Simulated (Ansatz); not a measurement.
# SiTeH₃− (SMILES [SiH2-][TeH]): one structure at several levels

One table from this session's results is given with a row withheld; the runs are named, their logs left out.

The runs use Ansatz 0.2.0, Gaussian basis; single points in def2-TZVPPD.

Correlated methods freeze the cores. Filled d shells of the heavier atoms are correlated. Core potentials replace the inner electrons past krypton, and spin-orbit coupling is left out.

### The system as given

SMILES `[SiH2-][TeH]`, 5 atoms, charge -1, spin multiplicity 1.

Atoms are counted from 1 here; the program's logs count them from 0.

Bond lengths: Si1–Te2 2.615 Å, Si1–H3 1.427 Å, Si1–H4 1.493 Å, Te2–H5 1.747 Å. Angles: Te2–Si1–H3 94.8°, Te2–Si1–H4 78.5°, H3–Si1–H4 87.5°, Si1–Te2–H5 93.3°.

Coordinates:

```xyz
5
H3SiTe
Si   -0.5777   -0.7858   -0.3991
Te    0.9196    1.2084    0.3884
H    -1.0977   -1.0645    0.9003
H     0.6670   -1.4956    0.0187
H     0.3056    2.2865   -0.8414
```

Set-up of the first run:

run/in.yaml reads:

```yaml
crystal:
  periodic: [false, false, false]
  atoms:
    - {symbol: Si, position_ang: [-0.577702, -0.785846, -0.399137]}
    - {symbol: Te, position_ang: [0.919634, 1.208447, 0.388449]}
    - {symbol: H, position_ang: [-1.097731, -1.064526, 0.900256]}
    - {symbol: H, position_ang: [0.666972, -1.495616, 0.018687]}
    - {symbol: H, position_ang: [0.305611, 2.286507, -0.841429]}
basis:
  gaussian: {orbitals: "def2-TZVPPD.json"}
total_charge: -1
hamiltonian: {xc: pbe, dispersion: d4}
output: {forces: true}
```

The basis file named in the input lies beside it (Basis Set Exchange, JSON).

Launch:

```sh
ansatz run in.yaml --threads 2 --pin off --events-out ev --progress --plain --max-ram 3481MiB
```

Among the steps run: PBE-D4/def2-TZVPPD; r2SCAN-D4/def2-TZVPPD; PBE0-D4/def2-TZVPPD; wB97M-V/def2-TZVPPD; CCSD(T)/def2-TZVPPD.

One table of the session follows, with a row left open; its other results are not shown here.

| method | RMS force component (eV/Å) | angle to CCSD(T) forces (°) |
| --- | --- | --- |
| PBE-D4 | ? | ? |
| r2SCAN-D4 | 0.864 | 4.4 |
| PBE0-D4 | 0.881 | 4.8 |
| wB97M-V | 0.871 | 2.4 |
| CCSD(T) | 0.882 | reference |

Estimate the missing values for PBE-D4.

As computed: RMS force component (eV/Å): 0.878; angle to CCSD(T) forces (°): 12.6. In the column «RMS force component (eV/Å)» it lies between wB97M-V (0.871) and PBE0-D4 (0.881).
